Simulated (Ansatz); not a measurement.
# Ge₂NH (singlet): from Hartree-Fock to the top rungs at a displaced geometry (v2), cc-pVDZ

The task here is to estimate one member of a computed series from the others.

The runs use Ansatz 0.2.0, Gaussian basis; cc-pVDZ, core rule «outside noble gas», up to 29 orbitals frozen.

To be run: UHF; CCSD(T) on RHF; CCSD(T) on UHF; BCCD(T) on RHF; CISD; CCSDT(Q) on RHF; CCSDT(Q) on UHF; CASSCF and MRCISD+Q, 8 electrons in 8 orbitals; CASSCF and MRCISD+Q(relaxed), 8 electrons in 8 orbitals; CASSCF and NEVPT2, 8 electrons in 8 orbitals.

20 further runs of the same task are left out: 9 that didn't finish, 11 set aside as unsound or not needed. Runs told in other sessions of the task aren't counted.

## The geometry

The geometry is a PBE0/def2-TZVP stationary point (not a proven minimum) with its atoms shifted at random (size 0.100 Å). No spin-orbit coupling is included. The filled d shell of Ge may be among the frozen orbitals whatever the setting's name suggests.

4 atoms, charge 0, spin multiplicity 1.

Atoms are counted from 1 here; the program's logs count them from 0.

Bond lengths: Ge1–Ge2 2.327 Å, Ge2–N3 1.717 Å, N3–H4 0.968 Å. Angles: Ge1–Ge2–N3 165.9°, Ge2–N3–H4 114.4°.

Set-up of the first run:

The input, in.yaml:

```yaml
crystal:
  periodic: [false, false, false]
  atoms:
    - {symbol: Ge, position_ang: [0.064560, -0.098074, 2.720616]}
    - {symbol: Ge, position_ang: [-0.100321, -0.022317, 0.401074]}
    - {symbol: N, position_ang: [-0.023687, -0.335938, -1.285790]}
    - {symbol: H, position_ang: [0.059448, 0.456329, -1.835900]}
basis:
  gaussian: {orbitals: cc-pVDZ}
magnetization: {spin_polarized: true, initial_magnetization: 0}
hamiltonian: {xc: hf}
output: {orbitals: {seedname: orbitals}}
```

Command:

```console
> ansatz run in.yaml --threads 1 --pin off --events-out ev --progress --plain --max-ram 2393MiB
```

Among the steps run: UHF; CCSD(T) on RHF; CCSD(T) on UHF; BCCD(T) on RHF; CISD; CCSDT(Q) on RHF; CCSDT(Q) on UHF; CASSCF and MRCISD+Q, 8 electrons in 8 orbitals; CASSCF and MRCISD+Q(relaxed), 8 electrons in 8 orbitals; CASSCF and NEVPT2, 8 electrons in 8 orbitals.

One of the session's tables, all rows but one given; the rest of the session is left out.

| method | from RCCSDT(Q) (kJ/mol) |
| --- | --- |
| RHF | +999.4 |
| RMP2 | +127.8 |
| UMP2 | +109.3 |
| RCCSD | +65.9 |
| UCCSD | +47.2 |
| RCCSD(T) | +12.6 |
| UCCSD(T) | -3.8 |
| BCCD(T) | ? |
| RCCSDT | +9.1 |
| UCCSDT | -15.8 |
| RCCSDT(Q) | 0 |
| UCCSDT(Q) | -28.3 |

Q: Estimate the row for BCCD(T) from the others.

As computed: from RCCSDT(Q) (kJ/mol): +12.5. In the column «from RCCSDT(Q) (kJ/mol)» it lies between RCCSDT (+9.1) and RCCSD(T) (+12.6).

Not comparable, so not listed: CISD (they don't share determinant, frozen orbitals or solution with the rows shown, or repeat one).

To keep in mind: The determinant of CCSDT(Q) (⟨S²⟩ 1.02) is far from a pure spin state, so its energy mixes those of several spin states; high orders of coupled cluster remove much of that, low ones don't. Left out of the table: CASSCF frontier, NEVPT2 frontier, MRCISD frontier, MRCISD+Q frontier (the active space lost an orbital or holds another state than full CI finds). Left out of the table: UHF, MRCISD+Q(relaxed) frontier (another determinant or state than the rows shown). The program flags UCCSD(T), UCCSDT(Q) as in doubt, so read those rows with care; the flags are large difference. Warnings: restricted reference is unstable; spin contamination; coupled cluster took another determinant than the lowest; large T1 diagnostic. Restricted and unrestricted rows rest on different reference determinants; a gap between their highest levels can come from leftover correlation error, from unlike frozen cores or from another state. Warnings in the runs' records: passed over end.
